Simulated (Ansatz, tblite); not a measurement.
**Ga4P4 wurtzite atom sphere (Ga4P4H14): one state, many levels**

An exercise on one series of results from a longer session: the logs are not shown, and one member is left open.

Method: as each input shows; program: Ansatz 0.2.0, Gaussian basis.

Levels to be run: GFN1-xTB, GFN2-xTB, PBE-D4/def2-TZVP, r2SCAN-D4/def2-TZVP, BHLYP-D4/def2-TZVP, CAM-B3LYP-D4/def2-TZVP, ωB97X-V/def2-TZVP, PBE+5HF/def2-SVP, PBE+10HF/def2-SVP, PBE+15HF/def2-SVP, PBE+35HF/def2-SVP, PBE+50HF/def2-SVP, PBE-D4/def2-SVP, PBE0-D4/def2-SVP, CCSD(T)/def2-SVP, MP2/def2-TZVP, RPA/def2-TZVP.

## The geometry

The geometry is that of the singlet, from an earlier relaxation (PBE-D4/def2-SVP).

22 atoms, charge 0, spin multiplicity 1.

Bond lengths: Ga1–P2 2.483 Å, Ga1–P4 2.395 Å, Ga1–H9 1.579 Å, Ga1–H10 1.579 Å, P2–Ga6 2.389 Å, P2–H11 1.430 Å, P2–H12 1.430 Å, Ga3–P4 2.395 Å, Ga3–P5 2.483 Å, Ga3–H13 1.579 Å, Ga3–H14 1.579 Å, P4–Ga7 2.395 Å, P4–H15 1.433 Å, P5–Ga6 2.389 Å, P5–H16 1.430 Å, P5–H17 1.430 Å, Ga6–P8 2.389 Å, Ga6–H18 1.572 Å and more. Angles: P2–Ga1–P4 97.4°, P2–Ga1–H9 103.4°, P2–Ga1–H10 103.3°, P4–Ga1–H9 111.7°, P4–Ga1–H10 111.6°, H9–Ga1–H10 124.8°, Ga1–P2–Ga6 122.5°, Ga1–P2–H11 111.9°, Ga1–P2–H12 111.9°, Ga6–P2–H11 104.9°, Ga6–P2–H12 105.0°, H11–P2–H12 97.7°, P4–Ga3–P5 97.5°, P4–Ga3–H13 111.6°, P4–Ga3–H14 111.6°, P5–Ga3–H13 103.3°, P5–Ga3–H14 103.4°, H13–Ga3–H14 124.8° and more.

PBE0-D4/def2-TZVP was run before; its log isn't repeated, and its numbers join the tables.

The first run:

Tight binding, by tblite at 300 K electronic temperature and without a spin-polarisation term:

```python
tblite.interface.Calculator('GFN1-xTB', numbers, positions, charge=0, uhf=0).singlepoint()
```

Tight binding, by tblite at 300 K electronic temperature and without a spin-polarisation term:

```python
tblite.interface.Calculator('GFN2-xTB', numbers, positions, charge=0, uhf=0).singlepoint()
```

start.molden holds the orbitals of an earlier run on this state, given as this run's starting guess.

The input, in.yaml:

```yaml
crystal:
  periodic: [false, false, false]
  atoms:
    - {symbol: Ga, position_ang: [-2.030152, -1.165417, -1.370271]}
    - {symbol: P, position_ang: [-1.833039, -1.059710, 1.102549]}
    - {symbol: Ga, position_ang: [2.021254, -1.176919, -1.374677]}
    - {symbol: P, position_ang: [-0.001733, -0.004481, -1.892636]}
    - {symbol: P, position_ang: [1.838987, -1.056663, 1.098582]}
    - {symbol: Ga, position_ang: [0.003327, 0.005253, 2.198296]}
    - {symbol: Ga, position_ang: [0.003255, 2.335042, -1.380961]}
    - {symbol: P, position_ang: [-0.000589, 2.123109, 1.093026]}
    - {symbol: H, position_ang: [-1.914748, -2.708964, -1.680694]}
    - {symbol: H, position_ang: [-3.300911, -0.278782, -1.672841]}
    - {symbol: H, position_ang: [-1.916146, -2.356267, 1.699558]}
    - {symbol: H, position_ang: [-3.000328, -0.496137, 1.706082]}
    - {symbol: H, position_ang: [1.891315, -2.721499, -1.674273]}
    - {symbol: H, position_ang: [3.297280, -0.302830, -1.690824]}
    - {symbol: H, position_ang: [-0.003273, -0.008021, -3.325569]}
    - {symbol: H, position_ang: [1.931708, -2.349522, 1.702157]}
    - {symbol: H, position_ang: [3.006889, -0.484215, 1.692516]}
    - {symbol: H, position_ang: [0.004817, 0.008528, 3.770721]}
    - {symbol: H, position_ang: [-1.393630, 3.001411, -1.692239]}
    - {symbol: H, position_ang: [1.404082, 2.994979, -1.688418]}
    - {symbol: H, position_ang: [-1.080697, 2.846930, 1.687912]}
    - {symbol: H, position_ang: [1.072332, 2.854178, 1.692004]}
basis:
  gaussian: {orbitals: def2-TZVP, fitting: {mean_field: def2-universal-jkfit}, initial_orbitals: start.molden}
hamiltonian: {xc: pbe, dispersion: d4}
scf: {omitted_lower_state_checks: [starts]}
output: {forces: true, orbitals: {seedname: orbitals}}
```

Launch:

```console
> ansatz run in.yaml --threads 2 --pin off --events-out ev --progress --plain --max-ram 22528MiB --backend cuda --devices 0, --max-vram 18GiB
```

Among the steps run: PBE-D4/def2-TZVP; r2SCAN-D4/def2-TZVP; BHLYP-D4/def2-TZVP; CAM-B3LYP-D4/def2-TZVP; ωB97X-V/def2-TZVP; PBE+5HF/def2-SVP; PBE+10HF/def2-SVP; PBE+15HF/def2-SVP; PBE+35HF/def2-SVP; PBE+50HF/def2-SVP; PBE-D4/def2-SVP; PBE0-D4/def2-SVP; CCSD(T)/def2-SVP; MP2/def2-TZVP; RPA/def2-TZVP.

One of the session's tables, all rows but one given; the rest of the session is left out.

It belongs to the step «Binding energy». 

```
                method  binding an atom (eV)
           HF/def2-SVP                 1.855
          HF/def2-TZVP                     ?
       PBE-D4/def2-SVP                 2.648
      PBE-D4/def2-TZVP                 2.648
   r2SCAN-D4/def2-TZVP                 2.672
      PBE0-D4/def2-SVP                 2.644
     PBE0-D4/def2-TZVP                 2.644
    BHLYP-D4/def2-TZVP                 2.637
CAM-B3LYP-D4/def2-TZVP                 2.661
     ωB97X-V/def2-TZVP                 2.707
          MP2/def2-SVP                 2.420
         MP2/def2-TZVP                 2.509
         CCSD/def2-SVP                 2.420
      CCSD(T)/def2-SVP                 2.452
```

Estimate the missing values for HF/def2-TZVP.

As computed: binding an atom (eV): 1.859. In the column «binding an atom (eV)» it lies between HF/def2-SVP (1.855) and MP2/def2-SVP (2.420).

Caveats from the session: Free atoms were run apart at each level; binding is atoms less cluster, divided by the number of atoms, without zero-point or spin-orbit terms.
